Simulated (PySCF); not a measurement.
# Ge2H6N2 (cyclo-(H2GeNH)2): the cost of one run

Programs: PySCF 2.14.0, with density-fitted response routines of our own. Each step states its level of theory. These are calculated values for one molecule in the gas phase, unless marked as measured. Atoms count from 0, in the outputs and in this text.

## 1. The molecule as given

10 atoms, charge 0, multiplicity 1; geometry from: GFN2-xTB. The atoms were then displaced at random by about 0.03 Å, so the start is not that level's minimum.

Bonds of the start (Å): Ge0–H1 1.42, Ge0–H2 1.51, Ge0–N3 1.80, Ge0–N7 1.87, N3–Ge4 1.93, N3–H8 1.07, Ge4–H5 1.49, Ge4–H6 1.50, Ge4–N7 1.86, N7–H9 0.98.

## 2. Relaxing the molecule at PBE0-D3(BJ)/def2-SVP

The job: settings as JSON, then the geometry in Å.

```
{"job": {"xc": "PBE0", "basis": "def2-SVP", "d3": "d3bj", "grid": 1, "maxiter": 40, "shake": 0.03, "kind": "geom"}, "charge": 0, "multiplicity": 1}
Ge     1.408650    -0.096250    -0.014010
H      2.170370    -1.288740     0.080810
H      2.166030     1.197950    -0.202740
N      0.125100     0.069090     1.231970
Ge    -1.355790     0.004960    -0.005740
H     -2.235530    -1.187350     0.166060
H     -2.161490     1.272900    -0.091740
N      0.021150    -0.030840    -1.262430
H      0.044120     0.470160     2.225810
H     -0.057950    -0.488610    -2.123560
```

Run with:

```console
$ OMP_NUM_THREADS=1 python probes_run.py task.json out
```

One launch serves the whole session: the jobs run in the order shown.

**Question.** How long does this first job take on 1 thread of Arm Neoverse V1, shared host, and how much memory does it need?

About 92 s, with a peak of 0.49 GiB.
